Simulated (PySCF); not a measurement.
# Cl3H3OSiSn ((Cl)3Sn-O-SiH3): the cost of one run

Programs: PySCF 2.14.0, with density-fitted response routines of our own. Each step states its level of theory. These are calculated values for one molecule in the gas phase, unless marked as measured. Atoms count from 0, in the outputs and in this text.

## 1. The molecule as given

9 atoms, charge 0, multiplicity 1; geometry from: GFN2-xTB. The atoms were then displaced at random by about 0.03 Å, so the start is not that level's minimum.

Bonds of the start (Å): Sn0–Cl1 2.22, Sn0–Cl2 2.41, Sn0–Cl3 2.37, Sn0–O4 1.98, O4–Si5 1.60, Si5–H6 1.45, Si5–H7 1.41, Si5–H8 1.50.

## 2. Optimising the geometry at PBE0-D3(BJ)/def2-SVP

What the job is given:

```
{"job": {"xc": "PBE0", "basis": "def2-SVP", "d3": "d3bj", "grid": 1, "maxiter": 40, "shake": 0.03, "kind": "geom"}, "charge": 0, "multiplicity": 1}
Sn     0.620280     1.391050     0.427430
Cl     2.087160     0.761980     1.965270
Cl    -1.349260     2.379060     1.400780
Cl     1.586400     2.923760    -1.096700
O     -0.027510    -0.090490    -0.712750
Si    -0.611650    -1.565650    -0.525490
H     -0.700250    -1.934850    -1.927000
H     -1.827810    -1.538150     0.182060
H      0.355380    -2.396150     0.260740
```

On the command line:

```console
$ OMP_NUM_THREADS=1 python probes_run.py task.json out
```

One launch serves the whole session: the jobs run in the order shown.

**Question.** How long does this first job take on 1 thread of Intel Xeon at 2.50GHz, shared host, and how much memory does it need?

About 11 min, with a peak of 0.52 GiB.
